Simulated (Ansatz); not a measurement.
# Ga4As3P: the cost of one run

Method: DFT PBE, scalar-relativistic, plane waves, PAW, in Ansatz 0.2.0.

### 1 The system as given

It takes space group P-43m (No. 215, cubic). The conventional cell has a = 5.683 Å, b = 5.683 Å, c = 5.683 Å, α = 90.00°, β = 90.00°, γ = 90.00°. Ga (site symmetry 3m) is surrounded by 1 P at 2.41 Å and 3 As at 2.48 Å. P (site symmetry -43m) is surrounded by 4 Ga at 2.41 Å. As (site symmetry -42m) has 4 Ga at 2.48 Å as nearest neighbours.

Coordinates:

```xyz
8
Lattice="5.6829 0.0000 0.0000 0.0000 5.6829 0.0000 0.0000 0.0000 5.6829" Properties=species:S:1:pos:R:3 pbc="T T T"
Ga    1.3941    4.2888    1.3941
Ga    1.3941    1.3941    4.2888
Ga    4.2888    4.2888    4.2888
Ga    4.2888    1.3941    1.3941
P     0.0000    0.0000    0.0000
As    0.0000    2.8415    2.8415
As    2.8415    2.8415    0.0000
As    2.8415    0.0000    2.8415
```

The cell was relaxed beforehand at this level, from a generated guess; it needn't be the stable form of this composition. At a tolerance of 0.02 Å it has space group P-43m (No. 215); it has 22.94 Å³/atom, an uncorrected energy of -0.37 eV/atom over the elements and, on its mesh, gap 0.49 eV.

### 2 Elastic constants, atoms relaxed

Contents of input.yaml:

```yaml
crystal:
  lattice:
    - [5.6837364785, 0.0, 0.0]
    - [0.0, 5.6837364785, 0.0]
    - [0.0, 0.0, 5.6837364785]
  atoms:
    - { symbol: Ga, position: [0.2453549706, 0.7546450294, 0.2453549706] }
    - { symbol: Ga, position: [0.2453549706, 0.2453549706, 0.7546450294] }
    - { symbol: Ga, position: [0.7546450294, 0.7546450294, 0.7546450294] }
    - { symbol: Ga, position: [0.7546450294, 0.2453549706, 0.2453549706] }
    - { symbol: P, position: [0.0, 0.0, 0.0] }
    - { symbol: As, position: [0.0, 0.5, 0.5] }
    - { symbol: As, position: [0.5, 0.5, 0.0] }
    - { symbol: As, position: [0.5, 0.0, 0.5] }
basis:
  ecutwfc: 420
kpoints:
  mp_grid: { grid: [6, 6, 6] }
hamiltonian:
  xc: pbe
scf:
  occupations: { method: fixed }
output:
  forces: true
  stress: true
  eigenvalues: true
  polarization: {}
elastic:
  mode: relaxed_ion
  stencil: two_point
```

On the command line:

```console
> ansatz run input.yaml --threads 1 --pin off --max-ram 2560MiB --backend cpu --events-out ev --progress --plain --runs-dir out
```

**Question.** How long does this run take on 1 thread of AMD EPYC 9R45 (Zen 5), shared host, and how much memory does it need?

About 8 min, with a peak of 1.3 GiB.
